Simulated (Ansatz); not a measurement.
# GeHCl₂ radical: basis-set convergence

The task here is to estimate one member of a computed series from the others.

Program: Ansatz 0.2.0, Gaussian basis. Level of theory: one geometry, several basis sets. These are calculated values, not measurements.

Plan: PBE0-D4/def2-SVP; ωB97M-V/def2-SVP; PBE0-D4/def2-QZVPP; ωB97M-V/def2-QZVPP; the functionals' def2-TZVPP values are taken from earlier runs.

### The relaxed structure

An earlier PBE0-D4 in a triple-zeta def2 set relaxation fixed the geometry.

SMILES `[Cl][GeH][Cl]`, 4 atoms, charge 0, spin multiplicity 2.

Atoms are counted from 1 here; the program's logs count them from 0.

Bond lengths: Cl1–Ge2 2.151 Å, Ge2–Cl3 2.151 Å, Ge2–H4 1.555 Å. Angles: Cl1–Ge2–Cl3 108.1°, Cl1–Ge2–H4 107.4°, Cl3–Ge2–H4 107.4°.

The first run:

in.yaml

```yaml
crystal:
  periodic: [false, false, false]
  atoms:
    - {symbol: Cl, position_ang: [-1.679538, 0.753737, -0.615038]}
    - {symbol: Ge, position_ang: [0.214334, -0.253120, -0.455953]}
    - {symbol: Cl, position_ang: [0.210138, -1.401151, 1.362791]}
    - {symbol: H, position_ang: [1.310566, 0.840235, -0.312101]}
basis:
  gaussian: {orbitals: def2-SVP}
magnetization: {spin_polarized: true, initial_magnetization: 1}
hamiltonian: {xc: pbe0, dispersion: d4}
output: {orbitals: {seedname: orbitals}}
```

On the command line:

```bash
ansatz run in.yaml --threads 2 --pin off --events-out ev --progress --plain --max-ram 32768MiB --backend cpu
```

Among the steps run: PBE0-D4 in def2-SVP; ωB97M-V in def2-SVP; PBE0-D4 in def2-QZVPP; ωB97M-V in def2-QZVPP.

One table of the session follows, with a row left open; its other results are not shown here.

| functional | basis | HOMO (eV) | LUMO (eV) |
| --- | --- | --- | --- |
| PBE0-D4 | def2-SVP | -6.97 | -3.78 |
| PBE0-D4 | def2-TZVPP | ? | ? |
| PBE0-D4 | def2-QZVPP | -7.12 | -3.90 |
| ωB97M-V | def2-SVP | -8.91 | -1.89 |
| ωB97M-V | def2-TZVPP | -9.06 | -2.05 |
| ωB97M-V | def2-QZVPP | -9.11 | -2.13 |

Q: Estimate the row for PBE0-D4, def2-TZVPP from the others.

As computed: HOMO (eV): -7.09; LUMO (eV): -3.87. In the column «HOMO (eV)» it lies between PBE0-D4, def2-QZVPP (-7.12) and PBE0-D4, def2-SVP (-6.97).
